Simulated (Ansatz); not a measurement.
# C₂H₄ClFOSi: up Jacob's ladder to CCSD(T)

An exercise on one series of results from a longer session: the logs are not shown, and one member is left open.

Method: functionals in def2-TZVPP, the program's frozen cores in correlated methods; program: Ansatz 0.2.0, Gaussian basis.

Plan: LDA (SPW92), PBE-D4, revPBE-D4, BLYP-D4, r2SCAN-D4, B97M-V, PBE0-D4, B3LYP-D4, r2SCANh-D4, r2SCAN0-D4, HSE06-D4, BHLYP-D4, CAM-B3LYP-D4, LC-ωPBE, ωB97X-V, ωB97M-V, B2PLYP, PBE-QIDH; CCSD(T)/def2-SVP; CCSD(T)/def2-TZVPP; MP2/def2-QZVPP; extrapolation to the limit; RPA on PBE.

### Structure used throughout

All runs share one geometry, relaxed beforehand with PBE0-D4 in a triple-zeta def2 set.

SMILES `O=CC(F)[SiH2]Cl`, 10 atoms, charge 0, spin multiplicity 1.

Atoms are counted from 1 here; the program's logs count them from 0.

Bond lengths: O1–C2 1.200 Å, C2–C3 1.500 Å, C2–H7 1.111 Å, C3–F4 1.383 Å, C3–Si5 1.911 Å, C3–H8 1.097 Å, Si5–Cl6 2.045 Å, Si5–H9 1.477 Å, Si5–H10 1.479 Å. Angles: O1–C2–C3 123.1°, O1–C2–H7 122.7°, C3–C2–H7 114.2°, C2–C3–F4 109.9°, C2–C3–Si5 110.2°, C2–C3–H8 108.8°, F4–C3–Si5 110.3°, F4–C3–H8 108.9°, Si5–C3–H8 108.6°, C3–Si5–Cl6 107.9°, C3–Si5–H9 108.8°, C3–Si5–H10 109.1°, Cl6–Si5–H9 109.7°, Cl6–Si5–H10 109.0°, H9–Si5–H10 112.3°.

Geometry (Å):

```xyz
10
C2H4ClFOSi
O     0.9386   -1.6123    1.2843
C     1.0287   -1.1957    0.1623
C    -0.0926   -0.4919   -0.5426
F     0.2808   -0.1913   -1.8404
Si   -0.5657    1.1041    0.3967
Cl   -2.0630    2.0277   -0.6452
H     1.9619   -1.2769   -0.4341
H    -0.9661   -1.1549   -0.5691
H    -1.0491    0.7385    1.7434
H     0.6094    2.0015    0.4475
```

Set-up of the first run:

File in.yaml:

```yaml
crystal:
  periodic: [false, false, false]
  atoms:
    - {symbol: O, position_ang: [0.938592, -1.612297, 1.284293]}
    - {symbol: C, position_ang: [1.028663, -1.195674, 0.162322]}
    - {symbol: C, position_ang: [-0.092572, -0.491871, -0.542630]}
    - {symbol: F, position_ang: [0.280850, -0.191332, -1.840395]}
    - {symbol: Si, position_ang: [-0.565718, 1.104066, 0.396722]}
    - {symbol: Cl, position_ang: [-2.062976, 2.027728, -0.645177]}
    - {symbol: H, position_ang: [1.961872, -1.276948, -0.434127]}
    - {symbol: H, position_ang: [-0.966077, -1.154876, -0.569075]}
    - {symbol: H, position_ang: [-1.049116, 0.738475, 1.743432]}
    - {symbol: H, position_ang: [0.609382, 2.001527, 0.447535]}
basis:
  gaussian: {orbitals: def2-TZVPP}
hamiltonian: {xc: lda}
output: {orbitals: {seedname: orbitals}}
```

The run is started by

```console
$ ansatz run in.yaml --threads 4 --pin off --events-out ev --progress --plain --max-ram 10444MiB
```

Among the steps run: LDA; PBE-D4 (GGA); revPBE-D4 (GGA); BLYP-D4 (GGA); r2SCAN-D4 (meta-GGA); B97M-V (meta-GGA); PBE0-D4 (hybrid); B3LYP-D4 (hybrid); r2SCANh-D4 (hybrid); r2SCAN0-D4 (hybrid); HSE06-D4 (hybrid); BHLYP-D4 (hybrid); CAM-B3LYP-D4 (range-separated); LC-ωPBE (range-separated); ωB97X-V (range-separated); ωB97M-V (range-separated); B2PLYP (double hybrid); PBE-QIDH (double hybrid).

One table of the session follows, with a row left open; its other results are not shown here.

It belongs to the step «Frontier levels by functional». 

```
  functional  HOMO (eV)  LUMO (eV)  gap (eV)
 LDA (SPW92)      -6.55      -2.91      3.64
      PBE-D4      -6.40      -2.63      3.77
   revPBE-D4      -6.33      -2.52      3.81
     BLYP-D4          ?          ?         ?
   r2SCAN-D4      -6.72      -2.42      4.31
      B97M-V      -6.91      -2.34      4.57
     PBE0-D4      -8.01      -1.53      6.48
    B3LYP-D4      -7.79      -1.80      5.99
  r2SCANh-D4      -7.33      -2.01      5.32
  r2SCAN0-D4      -8.23      -1.41      6.83
    HSE06-D4      -7.60      -1.91      5.68
    BHLYP-D4      -9.57      -0.34      9.23
CAM-B3LYP-D4      -9.49      -0.34      9.14
     LC-ωPBE     -10.77       0.92     11.69
     ωB97X-V     -10.46       0.83     11.29
     ωB97M-V     -10.37       0.72     11.10
```

Q: Estimate the row for BLYP-D4 from the others.

Worked estimate for «HOMO (eV)». Against the share of exact exchange, B3LYP-D4 (0.2, -7.79), BHLYP-D4 (0.5, -9.57) give a slope of -5.93 per unit share; at 0 the line stands at -6.60.

As computed: HOMO (eV): -6.33; LUMO (eV): -2.51; gap (eV): 3.82. In «HOMO (eV)» the line misses by -0.27.
